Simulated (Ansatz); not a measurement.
Task: a single point in a Gaussian basis of BFH4OSi, SMILES O[SiH2]BF, with Ansatz's Python interface. Give the script and its output. Settings: PBE0, 6-31G basis, multiplicity 1, D3BJ dispersion.

```xyz
8

O    -1.1007    0.8040   -1.1432
Si    0.0652    0.6941    0.0438
B     0.5058   -1.1714    0.2481
F     1.9669   -1.5999    0.0131
H    -1.9576    0.4514   -0.7583
H    -0.4281    1.2452    1.3211
H     1.2866    1.4555   -0.3657
H    -0.2458   -1.9360    0.5852
```

Script `energy_bfh4osi.py`:
```python
"""Electronic structure of the BFH4OSi molecule."""

import ansatz as az
from ase import Atoms
import numpy as np
import pandas as pd


def main() -> None:
    atoms = Atoms(["O", "Si", "B", "F", "H", "H", "H", "H"], positions=[
        (-1.1007, 0.804, -1.1432),
        (0.0652, 0.6941, 0.0438),
        (0.5058, -1.1714, 0.2481),
        (1.9669, -1.5999, 0.0131),
        (-1.9576, 0.4514, -0.7583),
        (-0.4281, 1.2452, 1.3211),
        (1.2866, 1.4555, -0.3657),
        (-0.2458, -1.936, 0.5852),
    ])
    geometry = az.Crystal.molecule_from_ase(atoms)

    calc = (
        geometry.calculation()
        .basis(gaussian="6-31G")
        .functional("PBE0", dispersion="d3bj")
        .accuracy("medium")
        .forces()
    )
    trace = []
    result = calc.session().plan().execute(on_event=trace.append)
    summary = result.report
    for event in trace:
        if event["event"] == "mean_field_evaluation" and event["data"]["evaluation"] <= 25:
            print("pass {evaluation:3d}  E = {energy_ev:.6f} eV  gradient {gradient_ev:.1e}".format(**event["data"]))

    print("reference energy %16.6f eV" % summary["reference_energy_ev"])
    print("total energy     %16.6f eV" % summary["free_energy_ev"])
    print("occupied (up, down):", summary["n_occupied"], " virtual:", summary["n_virtual"], " frozen:", summary["n_frozen"])

    symbols = [site.symbol for site in geometry.cartesian_sites]
    forces = np.array(summary["forces_ev_ang"])
    print("largest force", round(float(np.linalg.norm(forces, axis=1).max()), 4), "eV/A, rms", round(float(np.sqrt((forces ** 2).mean())), 4))

    charges = summary["charge_distribution"]
    table = pd.DataFrame({"atom": symbols, "mulliken": charges["mulliken_charges_e"], "lowdin": charges["lowdin_charges_e"]})
    print(table.round(3).to_string())
    print("dipole (e A):", np.round(charges["dipole_moment_e_ang"], 4) + 0.0)


if __name__ == "__main__":
    main()
```

Output of `python energy_bfh4osi.py`:
```text
pass   1  E = -13366.740296 eV  gradient 5.0e+01
pass   2  E = -13354.018345 eV  gradient 9.5e+01
pass   3  E = -13371.043609 eV  gradient 5.0e+00
pass   4  E = -13371.117970 eV  gradient 1.8e+00
pass   5  E = -13371.124137 eV  gradient 8.9e-01
pass   6  E = -13371.123988 eV  gradient 8.9e-01
pass   7  E = -13371.253751 eV  gradient 9.8e-01
pass   8  E = -13371.255804 eV  gradient 2.2e-01
pass   9  E = -13371.255896 eV  gradient 5.6e-02
pass  10  E = -13371.255905 eV  gradient 6.2e-03
pass  11  E = -13371.255910 eV  gradient 8.3e-03
pass  12  E = -13371.255910 eV  gradient 1.7e-03
pass  13  E = -13371.255910 eV  gradient 2.2e-04
pass  14  E = -13371.255910 eV  gradient 2.3e-04
pass  15  E = -13371.255910 eV  gradient 6.8e-05
pass  16  E = -13371.255910 eV  gradient 6.7e-05
pass  17  E = -13371.255910 eV  gradient 6.7e-05
reference energy    -13371.255933 eV
total energy        -13371.366866 eV
occupied (up, down): [20, 20]  virtual: [28, 28]  frozen: 0
largest force 5.3525 eV/A, rms 1.7547
  atom  mulliken  lowdin
0    O    -0.782  -0.535
1   Si     0.699   0.591
2    B     0.260   0.008
3    F    -0.365  -0.145
4    H     0.406   0.303
5    H    -0.116  -0.119
6    H    -0.092  -0.100
7    H    -0.011  -0.002
dipole (e A): [-0.4793 -0.0713  0.4136]
```

Notes:
- The settings weren't tested for convergence.
- The geometry is a force-field or estimated start, not a minimum of this method, and the basis set is short of its limit.
- The Löwdin charges here are taken after orthogonalising the functions within each atom; they differ from plain Löwdin charges, and their signs can be unphysical.
- Total less reference energy is the dispersion correction.
- Early passes use coarser integrals and grids, so their energies can't be compared with the last.
- Run time: 2.8 s on 1 thread of Arm Neoverse V1, with other jobs on the host, peak memory 0.21 GiB.

(Lines on the test bed's own set-up are left out of the output.)
